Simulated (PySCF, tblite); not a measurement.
# C₃H₁₁OSSi₂ radical: geometry, infrared bands and EPR parameters

Wanted: the infrared bands and EPR parameters of C₃H₁₁OSSi₂ radical (`C[CH][SiH2][Si@H](O)SC`), by calculation.

The runs use tblite 0.8.0 and PySCF 2.14.0, with density-fitted response routines of our own; the level of theory stands in each step. All values are computed, except where a source is named. Atoms are numbered from 0 throughout.

**1. Starting geometry**

18 atoms, charge 0, multiplicity 2; geometry from: force field or distance geometry start.

Bonds of the start (Å): C0–C1 1.51, C1–Si2 1.84, Si2–Si3 2.25, Si3–O4 1.71, Si3–S5 2.16, S5–C6 1.80, C0–H7 1.11, C0–H8 1.10, C0–H9 1.11, C1–H10 1.11, Si2–H11 1.46, Si2–H12 1.47, Si3–H13 1.46, O4–H14 1.01, C6–H15 1.11, C6–H16 1.11, C6–H17 1.10.

**2. Optimising the geometry with GFN2-xTB**

The job: settings as JSON, then the geometry in Å.

```
{"job": {"kind": "relax", "xc": "GFN2-xTB", "basis": "xTB"}, "charge": 0, "multiplicity": 2}
C      3.110400    -0.145000     0.837700
C      2.463400    -0.109600    -0.530700
Si     0.727700    -0.709900    -0.561100
Si    -0.767000     0.963500    -0.778800
O     -0.865600     1.926500     0.633400
S     -2.649500     0.006600    -1.245500
C     -3.533700    -0.479400     0.244000
H      4.187500    -0.418800     0.748300
H      2.661900    -0.868500     1.537200
H      3.095900     0.844500     1.351100
H      3.063200    -0.783300    -1.182500
H      0.332400    -1.542000     0.571500
H      0.540300    -1.537200    -1.767600
H     -0.315000     1.766600    -1.910500
H     -0.800700     2.905500     0.390400
H     -2.910100    -1.000700     1.002300
H     -4.328000    -1.203200    -0.046500
H     -4.021800     0.390600     0.695800
```

Launch:

```bash
$ OMP_NUM_THREADS=1 python probes_run.py task.json out
```

One launch serves the whole session: the jobs run in the order shown.

**Question.** This job is followed by: GFN2-xTB harmonic vibrations, gas phase; UKS B3LYP, pcH-1 on C H O S Si, non-relativistic, mean-field spin-orbit, GIAO. What will the session give for the following? strongest single infrared mode (GFN2-xTB); zero-point energy (GFN2-xTB); g(iso) (B3LYP); ⟨S²⟩; largest a(iso) (averaged by class); potential on the surface of density 0.002 e/bohr³, 1st and 99th percentile.

As calculated:

| quantity | value |
| --- | --- |
| strongest single infrared mode (GFN2-xTB) | 609 cm⁻¹, 349 km/mol |
| zero-point energy (GFN2-xTB) | 80.2 kcal/mol |
| g(iso) (B3LYP) | 2.00285 |
| ⟨S²⟩ | 0.754 (exact 0.75) |
| largest a(iso) (averaged by class) | 29Si on Si3, -96.4 MHz |
| potential on the surface of density 0.002 e/bohr³, 1st and 99th percentile | -1.06 V and 2.09 V |

The optimisation took 159 steps and gained 1.165 eV; among the close pairs (by a distance rule), Si3–O4 changed most, from 1.712 to 1.630 Å. No mode is imaginary among the 48: a minimum at this level. The strongest single mode, at 609 cm⁻¹, moves mainly H13. Unscaled tight-binding wavenumbers are off by several per cent, some by more. Its intensities can rank the bands wrongly. Most of the unpaired spin sits on C1 (0.97 e). The isotropic g lies 0.5 ppt above the free-electron value. These values are for one conformer; the search (at its own cheap level) found 2 more, at 0.54, 1.08 kcal/mol, and measured spectra average over such forms.
